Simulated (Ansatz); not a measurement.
Predict the output of the script below (the Python package of Ansatz (0.2.0)).

`run_phonons.py`
```python
"""Phonons of NaSe by finite displacements."""

from pathlib import Path

import ansatz as az
from ase import Atoms
import numpy as np

atoms = Atoms(
    ["Na", "Se"],
    scaled_positions=[
        (0.0, 0.0, 0.0),
        (0.5, 0.5, 0.5),
    ],
    cell=[
        (0.0, 2.993261, 2.993261),
        (2.993261, 0.0, 2.993261),
        (2.993261, 2.993261, 0.0),
    ],
    pbc=True,
)
crystal = az.Crystal.from_ase(atoms)
path = [
    ("K", (0.375, 0.375, 0.75)),
    ("G", (0.0, 0.0, 0.0)),
    ("L", (0.5, 0.5, 0.5)),
    ("W", (0.5, 0.25, 0.75)),
    ("X", (0.5, 0.0, 0.5)),
]

# the k mesh has to be a multiple of the supercell
calculation = crystal.calculation()
calculation = calculation.pseudopotentials("paw").occupations("Gaussian", width=10 * az.meV)
calculation = calculation.initial_density(normalization="atom").scf(tolerance=1e-09)
calculation = calculation.functional("pbesol")
calculation = calculation.basis(20 * az.Ry, density_ratio=4).kpoints(8, 8, 8)
calculation = calculation.phonons("fd", supercell=2, amplitude=0.01, path=[q for _, q in path], intervals=6)
result = calculation.run(runs_dir="phonon_runs")
folder = Path(result.output_folder) / "results"
ph = result.phonons

print("modes at Gamma (1/cm):", np.round(ph.gamma_omega_inv_cm, 1) + 0.0)
print(f"{ph.n_members} displaced supercells, sum-rule residual {ph.asr_residual_pre_ev_ang2:.1e} eV/A^2")
table = np.loadtxt(folder / "phbands.tsv", comments="#")
n_modes = len(ph.gamma_omega_inv_cm)
omega = table[:, 1 : 1 + n_modes]
for i, (label, _) in enumerate(path):
    print(f"{label:3s}", " ".join(f"{v:7.1f}" for v in omega[min(i * 6, len(omega) - 1)]))
# a negative number stands for an imaginary frequency
print(f"lowest {omega.min():.1f}, highest {omega.max():.1f} 1/cm on the path;", "unstable" if omega.min() < -10 else "no imaginary branch")
```

Running `python run_phonons.py` prints:
```text
DeckWarning: basis.ecutwfc = 272.11386245988 eV is below the records' recommended 420 eV, and the density's cutoff is lower with it unless basis.ecutrho_ratio is high enough to keep the records' density cutoff: compare with a run at a higher cutoff
DeckWarning: basis.ecutrho_ratio = 4 (ecutrho = 1088.45544983952 eV) is below the records' recommended 1680 eV
RunWarning: on the 18×18×18 q-mesh 113 entries of the irreducible table, 4.830e-1 modes per cell, the lowest at -21.70 cm⁻¹, stand at or below zero and are read as no rigid motion or as one in doubt: [...]
modes at Gamma (1/cm): [  0.    0.    0.  161.4 161.4 161.4]
2 displaced supercells, sum-rule residual 1.1e-05 eV/A^2
K     -14.6    42.0    42.8   153.7   155.1   165.5
G       0.0     0.0     0.0   161.4   161.4   161.4
L      70.5    73.7    73.7   135.0   135.0   140.6
W     -17.6   -17.6    68.0   143.8   164.0   164.0
X     -21.7   -21.7   -11.7   163.5   163.5   170.1
lowest -21.7, highest 170.1 1/cm on the path; unstable
```
(Warnings from the package without file and line, shortened.)

What to keep in mind:
- The settings weren't tested for convergence.
- The cutoff lies under the one recommended for these potentials.
- The cell isn't relaxed first, so the values belong to this volume.
- For a metal this k-point mesh is coarse: on a finer one energies can move by several to tens of meV an atom and pressures by half a GPa or more, differences at one mesh by less.
- Some modes are imaginary (printed negative) at these settings, from an unstable structure or from unconverged force constants, so sums over modes carry no meaning.
- The structure comes from a database of computed cells and needn't be a stable or known phase.
- The structure is taken as given and the supercell is small; imaginary modes can come from an unrelaxed or unstable start. Phonons of metals also depend on mesh and smearing.
- The whole script took 29 s on 1 thread of Intel(R) Xeon(R) 6975P-C (Granite Rapids), with other jobs on the host, peak memory 0.76 GiB.
